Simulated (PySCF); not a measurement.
# One shape, several levels: C3H6FGa (SMILES C=[CH][Ga]([CH3])[F])

Aim: a comparison of 6 runs (HF/STO-3G, HF/3-21G, HF/def2-SVP, B3LYP/def2-SVP, PBE0/def2-SVP, MP2/pcseg-1) of C3H6FGa. The job is set up through a Python script.

Program for the calculation: PySCF 2.14.0.

### 1 The molecule

C3H6FGa: 11 atoms, total charge 0, spin state singlet. SMILES: `C=[CH][Ga]([CH3])[F]`. The shape comes from GFN2-xTB, which is rough for such elements, and wasn't checked as a minimum. This is one conformer, not always the lowest.

Bond lengths: C1–C2 1.325 Å, C2–Ga3 2.033 Å, Ga3–C4 2.045 Å, Ga3–F5 1.770 Å, C1–H6 1.083 Å, C1–H7 1.083 Å, C2–H8 1.086 Å, C4–H9 1.092 Å, C4–H10 1.089 Å, C4–H11 1.092 Å. Some angles: C1–C2–Ga3 119.4°, C2–Ga3–C4 138.4°, C2–Ga3–F5 109.8°, C4–Ga3–F5 111.8°, C1–C2–H8 120.7°, Ga3–C2–H8 119.9°, C2–C1–H6 121.0°, C2–C1–H7 122.9°, Ga3–C4–H9 107.9°, Ga3–C4–H10 112.9°.

### 2 Energy and gradient at HF/STO-3G (run 1)

Input file start.xyz:

```xyz
11
C3H6FGa
C     -1.038620     1.955610     1.163240
C     -0.888310     0.643680     1.059990
Ga     0.308780    -0.111510    -0.398780
C      0.959980    -1.937580    -1.048160
F      0.966790     1.207210    -1.378520
H     -0.537530     2.629990     0.479190
H     -1.659600     2.418580     1.920090
H     -1.393390    -0.028130     1.747660
H      0.901850    -1.946770    -2.138440
H      0.374890    -2.763160    -0.645160
H      2.005170    -2.067910    -0.761110
```

Input file job.py:

```python
from pyscf import gto

mol = gto.M(
    atom='start.xyz',
    max_memory=1860,
    charge=0,
    spin=0,
    verbose=3,
    basis='sto-3g',
)

mf = mol.RHF()
mf.conv_tol = 1e-10
mf.kernel()
if not mf.converged:
    mf = mf.newton().run(mf.mo_coeff, mf.mo_occ)

e_final = mf.e_tot
print('E(%s) = %.9f' % ('HF', e_final))
grad = mf.nuc_grad_method().kernel()
mf.analyze()
```

Started as:

```
$ OMP_NUM_THREADS=1 python job.py
```

Output:

```text
converged SCF energy = -2114.58122985243
E(HF) = -2114.581229852
--------------- RHF gradients ---------------
         x                y                z
0 C    -0.0011144668     0.0219798908     0.0003640339
1 C    -0.0421848999     0.0093388759     0.0522673689
2 Ga    -0.0022644572    -0.0157462688     0.0043235208
3 C     0.0155756252    -0.0562067915    -0.0138805397
4 F     0.0255401186     0.0502464050    -0.0381787575
5 H     0.0018055595    -0.0027128928    -0.0022602382
6 H     0.0004502507    -0.0026845792    -0.0004133917
7 H     0.0007288685    -0.0053749299    -0.0005734447
8 H    -0.0013866412     0.0045906513    -0.0078549024
9 H    -0.0045590486    -0.0049483156     0.0035107344
10 H     0.0074090913     0.0015179547     0.0026956162
----------------------------------------------
**** MO energy ****
MO #1   energy= -374.585441098356  occ= 2
MO #2   energy= -46.6552666083553  occ= 2
MO #3   energy= -41.8769563566179  occ= 2
MO #4   energy= -41.8723623007961  occ= 2
MO #5   energy= -41.8707252445078  occ= 2
MO #6   energy= -25.7987171131145  occ= 2
MO #7   energy= -11.0112412735406  occ= 2
MO #8   energy= -10.9893266732513  occ= 2
MO #9   energy= -10.9759071692418  occ= 2
MO #10  energy= -5.75972616120855  occ= 2
MO #11  energy= -3.909240927074    occ= 2
MO #12  energy= -3.90254823031224  occ= 2
MO #13  energy= -3.90174230748256  occ= 2
MO #14  energy= -1.37826239118401  occ= 2
MO #15  energy= -0.96485687963733  occ= 2
MO #16  energy= -0.876194346445777 occ= 2
MO #17  energy= -0.714775940810913 occ= 2
MO #18  energy= -0.581997278232454 occ= 2
MO #19  energy= -0.513407013180784 occ= 2
MO #20  energy= -0.511706925691138 occ= 2
MO #21  energy= -0.509254877356425 occ= 2
MO #22  energy= -0.473586087333301 occ= 2
MO #23  energy= -0.422826222693227 occ= 2
MO #24  energy= -0.398652357929037 occ= 2
MO #25  energy= -0.381235367268115 occ= 2
MO #26  energy= -0.343197781509148 occ= 2
MO #27  energy= -0.331824236460832 occ= 2
MO #28  energy= -0.312826626613872 occ= 2
MO #29  energy= -0.302046659770018 occ= 2
MO #30  energy= -0.289856435393695 occ= 2
MO #31  energy= -0.282319694911388 occ= 2
MO #32  energy= -0.253638899887111 occ= 2
MO #33  energy= 0.187320784138318  occ= 0
MO #34  energy= 0.336766852205029  occ= 0
MO #35  energy= 0.360741706511494  occ= 0
MO #36  energy= 0.458117811137848  occ= 0
MO #37  energy= 0.591395948812317  occ= 0
MO #38  energy= 0.663796963064715  occ= 0
MO #39  energy= 0.71343463553422   occ= 0
MO #40  energy= 0.726751678465805  occ= 0
MO #41  energy= 0.745004220906657  occ= 0
MO #42  energy= 0.758917833520181  occ= 0
MO #43  energy= 0.916712617928344  occ= 0
MO #44  energy= 1.02539739411913   occ= 0
 ** Mulliken atomic charges  **
charge of    0C =     -0.07171
charge of    1C =     -0.13200
charge of    2Ga =      0.46074
charge of    3C =     -0.20567
charge of    4F =     -0.23133
charge of    5H =      0.03237
charge of    6H =      0.02953
charge of    7H =      0.02489
charge of    8H =      0.03126
charge of    9H =      0.03025
charge of   10H =      0.03167
Dipole moment(X, Y, Z, Debye): -0.37483, -0.87590,  0.59552
```

Wall time 4.2 s (1 thread of Intel Xeon at 2.70GHz, shared host); peak memory 0.12 GiB.

### 3 Energy and gradient at HF/3-21G (run 2)

Input file input.xyz:

```xyz
11
C3H6FGa
C     -1.038620     1.955610     1.163240
C     -0.888310     0.643680     1.059990
Ga     0.308780    -0.111510    -0.398780
C      0.959980    -1.937580    -1.048160
F      0.966790     1.207210    -1.378520
H     -0.537530     2.629990     0.479190
H     -1.659600     2.418580     1.920090
H     -1.393390    -0.028130     1.747660
H      0.901850    -1.946770    -2.138440
H      0.374890    -2.763160    -0.645160
H      2.005170    -2.067910    -0.761110
```

Input file input.py:

```python
import pyscf.grad
from pyscf import gto

mol = gto.M(
    atom='input.xyz',
    verbose=4,
    charge=0,
    basis='3-21g',
    max_memory=1860,
)

mf = mol.RHF()
mf.conv_tol = 1e-10
mf.kernel()
if not mf.converged:
    mf = mf.newton().run(mf.mo_coeff, mf.mo_occ)

e_tot = mf.e_tot
print('E = %.10f Eh' % e_tot)
grad = mf.Gradients().kernel()
mf.analyze()
```

Started as:

```
$ OMP_NUM_THREADS=1 python input.py
```

Output:

```text
PySCF version 2.14.0

[... 86 lines left out ...]
DFT Exchange-Correlation Energy =     -101.244865423535202
[... 8 lines left out ...]
MO #7   energy= -11.1830987712059  occ= 2
[... 6 lines left out ...]
MO #14  energy= -1.45966248788709  occ= 2
[... 6 lines left out ...]
MO #21  energy= -0.926483997542484 occ= 2
[... 6 lines left out ...]
MO #28  energy= -0.537725325088224 occ= 2
[... 6 lines left out ...]
MO #35  energy= 0.179073223441915  occ= 0
[... 6 lines left out ...]
MO #42  energy= 0.354021172099614  occ= 0
[... 6 lines left out ...]
MO #49  energy= 0.929101196132371  occ= 0
[... 6 lines left out ...]
MO #56  energy= 1.14343188080575   occ= 0
[... 6 lines left out ...]
MO #63  energy= 1.62834545353167   occ= 0
[... 6 lines left out ...]
MO #70  energy= 3.76523024513183   occ= 0
[... 45 lines left out ...]
pop of  3 C 2px           1.12636
pop of  3 C 2py           1.20618
pop of  3 C 2pz           1.12890
pop of  3 C 3px           0.00263
pop of  3 C 3py           0.00489
pop of  3 C 3pz           0.00244
pop of  4 F 1s            1.99990
pop of  4 F 2s            1.85291
pop of  4 F 3s            0.00286
pop of  4 F 2px           1.90350
pop of  4 F 2py           1.85690
pop of  4 F 2pz           1.88432
pop of  4 F 3px           0.00129
pop of  4 F 3py           0.00206
pop of  4 F 3pz           0.00163
pop of  5 H 1s            0.88384
pop of  5 H 2s            0.01141
pop of  6 H 1s            0.88911
pop of  6 H 2s            0.01081
pop of  7 H 1s            0.89321
pop of  7 H 2s            0.00935
pop of  8 H 1s            0.88293
pop of  8 H 2s            0.00806
pop of  9 H 1s            0.89037
pop of  9 H 2s            0.00786
pop of  10 H 1s           0.88540
pop of  10 H 2s           0.00793
 ** Mulliken atomic charges  **
charge of    0C =     -0.15378
charge of    1C =     -0.35118
charge of    2Ga =      0.92271
charge of    3C =     -0.53210
charge of    4F =     -0.50538
charge of    5H =      0.10475
charge of    6H =      0.10008
charge of    7H =      0.09744
charge of    8H =      0.10901
charge of    9H =      0.10177
charge of   10H =      0.10667
Dipole moment(X, Y, Z, Debye): -1.05395, -1.75790,  1.57566
```

Wall time 6.3 s (1 thread of Intel Xeon at 2.70GHz, shared host); peak memory 0.14 GiB.

Runs 3 to 5 aren't shown in full; the table further down has their settings and results.

### 4 Energy and forces at MP2/pcseg-1 (run 6)

Input file input.py:

```python
import pyscf.grad
from pyscf import gto, scf, mp

system = gto.M(
    atom='''
C   -1.038620   1.955610   1.163240
C   -0.888310   0.643680   1.059990
Ga   0.308780  -0.111510  -0.398780
C    0.959980  -1.937580  -1.048160
F    0.966790   1.207210  -1.378520
H   -0.537530   2.629990   0.479190
H   -1.659600   2.418580   1.920090
H   -1.393390  -0.028130   1.747660
H    0.901850  -1.946770  -2.138440
H    0.374890  -2.763160  -0.645160
H    2.005170  -2.067910  -0.761110
''',
    charge=0,
    basis='pcseg-1',
    max_memory=1860,
    spin=0,
    verbose=3,
)

myscf = scf.RHF(system)
myscf.conv_tol = 1e-10
myscf.kernel()
if not myscf.converged:
    myscf = myscf.newton().run(myscf.mo_coeff, myscf.mo_occ)

pt = mp.MP2(myscf, frozen=13).run()
e_tot = pt.e_tot
print('E = %.10f Eh' % e_tot)
grad = pt.Gradients().kernel()
myscf.analyze()
```

Started as:

```
$ OMP_NUM_THREADS=1 python input.py
```

Output:

```text
converged SCF energy = -2139.49365272411
[... 14 lines left out ...]
MO #3   energy= -42.4965693920738  occ= 2
[... 9 lines left out ...]
MO #13  energy= -4.52165139135772  occ= 2
[... 9 lines left out ...]
MO #23  energy= -0.652602949158445 occ= 2
[... 9 lines left out ...]
MO #33  energy= 0.0619093385978426 occ= 0
[... 9 lines left out ...]
MO #43  energy= 0.297424172221522  occ= 0
[... 9 lines left out ...]
MO #53  energy= 0.613446671249805  occ= 0
[... 9 lines left out ...]
MO #63  energy= 0.89465907692889   occ= 0
[... 9 lines left out ...]
MO #73  energy= 1.5277417498079    occ= 0
[... 9 lines left out ...]
MO #83  energy= 2.14858863517027   occ= 0
[... 9 lines left out ...]
MO #93  energy= 2.55428301508544   occ= 0
[... 9 lines left out ...]
MO #103 energy= 2.96058456545186   occ= 0
[... 9 lines left out ...]
MO #113 energy= 3.82676713031119   occ= 0
[... 12 lines left out ...]
Dipole moment(X, Y, Z, Debye): -1.14159, -1.94235,  1.70445
```

Run time: 53 s. Hardware: 1 thread of Intel Xeon at 2.70GHz, shared host; peak memory 1.4 GiB.

### 5 All runs side by side

```
run           level  integration grid  frozen core orbitals   energy (Eh)  dipole moment (D) of the reference  HOMO energy (eV)  LUMO energy (eV)  wall time
  1       HF/STO-3G                 –                     –  -2114.581230                                1.12             -6.90              5.10      4.2 s
  2        HF/3-21G                 –                     –  -2129.256124                                2.59            -10.48              1.99      6.3 s
  3     HF/def2-SVP                 –                     –  -2139.395155                                2.71            -10.54              1.87       18 s
  4  B3LYP/def2-SVP                 5                     –  -2142.286495                                2.41             -7.57             -1.40       77 s
  5   PBE0/def2-SVP                 5                     –  -2141.738506                                2.44             -7.84             -1.18       88 s
  6     MP2/pcseg-1                 –                    13  -2140.168094                                2.83            -10.56              1.68       53 s
```

### 6 What came out

| quantity | value |
| --- | --- |
| run 6: total energy | -2140.16809 Eh |
| run 6: dipole moment (Hartree–Fock density) | 2.83 D |
| run 6: HOMO energy (Hartree–Fock orbitals) | -10.56 eV |
| run 6: LUMO energy (Hartree–Fock orbitals) | 1.68 eV |
| run 6: HOMO–LUMO gap (Hartree–Fock orbitals) | 12.25 eV |
| run 6: correlation energy (13 core orbitals frozen) | -674.4 mEh |
| run 6: largest force on an atom | 2.171 eV/Å |

Over runs 1, 2, 3, 4, 5 the dipole moment (its size) runs from 1.12 D (HF/STO-3G) to 2.71 D (HF/def2-SVP). Over runs 1, 2, 3, 4, 5 the HOMO–LUMO gap runs from 6.17 eV (B3LYP/def2-SVP) to 12.47 eV (HF/3-21G). The two ends differ in method and basis. Totals of different functionals can't be ranked against each other. In run 1 the basis is minimal, so the values are rough. All runs together took 4.1 min, the longest 88 s.
